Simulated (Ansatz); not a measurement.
# Zn (hcp type): the cost of one run

Method: DFT, PBE, PAW with Ansatz's default frozen-core files, scalar-relativistic, in Ansatz 0.2.0.

## 1. The system as given

The structure is hexagonal, space group P6_3/mmc (No. 194). The conventional cell has a = 2.785 Å, b = 2.785 Å, c = 4.512 Å, α = 90.00°, β = 90.00°, γ = 120.00°. Zn (site symmetry -6m2) is surrounded by 12 Zn at 2.77 to 2.79 Å.

Coordinates:

```cif
data_structure
_symmetry_space_group_name_H-M 'P6_3/mmc'
_symmetry_Int_Tables_number 194
_cell_length_a 2.7851
_cell_length_b 2.7851
_cell_length_c 4.5118
_cell_angle_alpha 90.000
_cell_angle_beta 90.000
_cell_angle_gamma 120.000
_cell_volume 30.31
loop_
_atom_site_label
_atom_site_type_symbol
_atom_site_symmetry_multiplicity
_atom_site_Wyckoff_symbol
_atom_site_fract_x
_atom_site_fract_y
_atom_site_fract_z
_atom_site_occupancy
Zn1 Zn 2 c 0.33333 0.66667 0.25000 1
```

The file gives the conventional cell by its symmetry; the runs use the cell typed in the input.

Atoms are numbered in the order of the input: Zn1, Zn2.

## 2. Bulk cell relaxed, PAW

The input, input.yaml:

```yaml
crystal:
  lattice:
    - [2.7850770257, 0.0, 0.0]
    - [-1.3925385129, 2.4119474558, 0.0]
    - [0.0, 0.0, 4.5118247817]
  atoms:
    - { symbol: Zn, position: [0.3333333333, 0.6666666667, 0.25] }
    - { symbol: Zn, position: [0.6666666667, 0.3333333333, 0.75] }
kpoints:
  mp_grid: { grid: [18, 18, 10] }
scf:
  occupations: { method: fermi_dirac, width: 0.08 }
hamiltonian:
  xc: pbe
  pseudopotentials: { kind: paw }
output:
  forces: true
  stress: true
relax:
  f_tol: 0.005
  max_steps: 40
  cell: {}
```

Started as:

```bash
ansatz run input.yaml --threads 1 --pin off --max-ram 3584MiB --backend cpu --events-out ev --progress --plain --runs-dir out
```

What time and memory should one allow on 1 thread of Arm Neoverse V2, shared host?

About 70 s, with a peak of 0.38 GiB.
